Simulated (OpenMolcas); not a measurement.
# Mn: CASSCF and CASPT2 terms and fine-structure levels

Which level of Mn lies lowest, and where do the others fall? The reference wave functions come first, then spin-orbit coupling, then second-order correlation under several settings.

Program: OpenMolcas 26.06. Level of theory: state-averaged CASSCF and CASPT2, spin-orbit coupling by RASSI with atomic mean-field integrals. These are calculated values, not measurements, unless marked.

### Step 1. Starting point

| Property | Result |
| --- | --- |
| Species | Mn (manganese, Z = 25, 25 electrons) |
| Basis | ANO-RCC-VQZP [7s6p4d3f2g1h], 95 functions |
| Scalar Hamiltonian | DKH2, point nucleus |
| Inactive shells | 1s 2s 2p 3s 3p 4s |
| Active space | 5 electrons in 5 orbitals (3d) |
| Some configurations of this space | 3d⁵ 4s² |
| Orbitals | optimised for each spin and parity, averaged over all roots |

Outer shells as boxes (Hund's rule):

3d5 4s2
```
3d [↑ ][↑ ][↑ ][↑ ][↑ ]
4s [↑↓]
```

The work runs as a chain of OpenMolcas steps in one folder; each step below is one input file. Labels, J, g values, rates, χT and fits are worked out afterwards by a script from the matrices that RASSI stores.

### Step 2. One- and two-electron integrals

a.inp

```
&GATEWAY
Coord
1

Mn 0.0 0.0 0.0
Basis=ANO-RCC-VQZP
Group=XYZ
NoMove
AngMom=0.0 0.0 0.0
AMFI
&SEWARD
```

Run with:

```sh
OMP_NUM_THREADS=1 MOLCAS_MEM=1689 MOLCAS_PROJECT=a pymolcas a.inp > a.log
```

### Step 3. Reference wave functions, sextets of even parity, 1 root

a.inp

```
&RASSCF
FileOrb=start.orb
Symmetry=1
Spin=6
nActEl=5 0 0
Inactive=4 6
Ras2=5 0
CIRoot=1 1 1
SDav=1
CIMx=300
Iter=120 100
PrWF=0.3
OrbListing=Nothing
MaxOrb=0
Atom
>>> COPY $Project.JobIph JOB001
```

start.orb holds the contracted functions of the basis, ordered by shell, or the orbitals of the step before.

### Step 4. Reference wave functions, quartets of even parity, 24 roots

a.inp

```
&RASSCF
FileOrb=start.orb
Symmetry=1
Spin=4
nActEl=5 0 0
Inactive=4 6
Ras2=5 0
CIRoot=24 24 1
SDav=24
CIMx=300
Iter=120 100
PrWF=0.3
OrbListing=Nothing
MaxOrb=0
Atom
>>> COPY $Project.JobIph JOB002
```

### Step 5. CASSCF: doublets of even parity, 75 roots

a.inp

```
&RASSCF
FileOrb=start.orb
Symmetry=1
Spin=2
nActEl=5 0 0
Inactive=4 6
Ras2=5 0
CIRoot=75 75 1
SDav=75
CIMx=300
Iter=120 100
PrWF=0.3
OrbListing=Nothing
MaxOrb=0
Atom
>>> COPY $Project.JobIph JOB003
```

### Step 6. RASSI: spin-orbit coupling between the states

a.inp

```
&RASSI
NrOfJobIphs=3 1 24 45
1
1 2 3 4 5 6 7 8 9 10 11 12 13 14 15 16 17 18 19 20 21 22 23 24
1 2 3 4 5 6 7 8 9 10 11 12 13 14 15 16 17 18 19 20 21 22 23 24 25 26 27
28 29 30 31 32 33 34 35 36 37 38 39 40 41 42 43 44 45
IphNames
JOB001
JOB002
JOB003
EJob
SpinOrbit
DIPRint=1.0
SOCoupling=1000.0
Subsets=2
MEES
Property=10
'ANGMOM' 1 'ANGMOM' 2 'ANGMOM' 3 'MLTPL  1' 1 'MLTPL  1' 2 'MLTPL  1' 3
'AMFI' 1 'AMFI' 2 'AMFI' 3 'MLTPL  2' 6
SOProperty=3
'ANGMOM' 1 'ANGMOM' 2 'ANGMOM' 3
```

### Step 7. CASPT2: IPEA 0.25, imaginary shift 0.1 (closed shells correlated: 3s 3p 4s)

a.inp

```
>>> COPY JOB001 $Project.JobIph
&CASPT2
Multistate=1 1
Frozen=2 3
IPEA=0.25
Imaginary=0.1
MaxIter=60
WThr=0.0 0.3 0.05
PrWF=0.5
NoMix
>>> COPY JOB002 $Project.JobIph
&CASPT2
Multistate=24 1 2 3 4 5 6 7 8 9 10 11 12 13 14 15 16 17 18 19 20 21 22
23 24
Frozen=2 3
IPEA=0.25
Imaginary=0.1
MaxIter=60
WThr=0.0 0.3 0.05
PrWF=0.5
NoMix
>>> COPY JOB003 $Project.JobIph
&CASPT2
Multistate=45 1 2 3 4 5 6 7 8 9 10 11 12 13 14 15 16 17 18 19 20 21 22
23 24 25 26 27 28 29 30 31 32 33 34 35 36 37 38 39 40 41 42 43 44 45
Frozen=2 3
IPEA=0.25
Imaginary=0.1
MaxIter=60
WThr=0.0 0.3 0.05
PrWF=0.5
NoMix
```

### Step 8. CASPT2: IPEA 0, imaginary shift 0.1 (closed shells correlated: 3s 3p 4s), extended multistate

a.inp

```
>>> COPY JOB001 $Project.JobIph
&CASPT2
Multistate=1 1
Frozen=2 3
IPEA=0.0
Imaginary=0.1
MaxIter=60
WThr=0.0 0.3 0.05
PrWF=0.5
NoMix
>>> COPY JOB002 $Project.JobIph
&CASPT2
XMultistate=24 1 2 3 4 5 6 7 8 9 10 11 12 13 14 15 16 17 18 19 20 21 22
23 24
Frozen=2 3
IPEA=0.0
Imaginary=0.1
MaxIter=60
WThr=0.0 0.3 0.05
PrWF=0.5
NoMix
>>> COPY JOB003 $Project.JobIph
&CASPT2
XMultistate=45 1 2 3 4 5 6 7 8 9 10 11 12 13 14 15 16 17 18 19 20 21 22
23 24 25 26 27 28 29 30 31 32 33 34 35 36 37 38 39 40 41 42 43 44 45
Frozen=2 3
IPEA=0.0
Imaginary=0.1
MaxIter=60
WThr=0.0 0.3 0.05
PrWF=0.5
NoMix
```

(Steps that only read results are left out.)

**Question.** What will these runs give? Wanted: lowest level; first excited level; spin-orbit lowering of the lowest level; strongest of the lines computed, by gA.

The runs gave:

```
                                                                                      quantity                                                                           value
                                                                                        method  SS-CASPT2, IPEA 0.25, imaginary shift 0.1 (closed shells correlated: 3s 3p 4s)
                                                                                  lowest level                                   3d⁵ 4s² ⁶S_5/2, 100 % of that term, g = 2.002
                                                                   ground level listed by NIST                                                                           6S5/2
                                                                           first excited level                                                    3d⁵ 4s² ⁴G_5/2 at 25660 cm⁻¹
                                                       spin-orbit lowering of the lowest level                                                                       17.8 cm⁻¹
strongest of the lines computed, by gA (one parity, so forbidden lines), at SS-CASPT2 energies                     3d⁵ 4s² ⁴P_5/2 → 3d⁵ 4s² ⁶S_5/2, 354.5 nm, A = 5.21e-01 s⁻¹
```

What each method costs and misses:

```tsv
method	time of its own steps	time with the reference	mean absolute difference from method B (cm-1)
A. CASSCF	36 s	36 s	6400
B. SS-CASPT2, IPEA 0.25, imaginary shift 0.1, +3s 3p 4s	43 s	79 s	0
C. XMS-CASPT2, IPEA 0, imaginary shift 0.1, +3s 3p 4s	35 s	71 s	410
```

Times are of one thread on a shared host.

In words: Second-order correlation (method B) scales the levels of the lowest configuration above 5000 cm⁻¹ by 0.79 to 0.85. Only the configurations of the active space and the roots asked for are present. Not all states of the active space went into the spin-orbit step. CASPT2 does not keep the components of a term degenerate, and the means are used. Levels of other configurations are missing from the list.
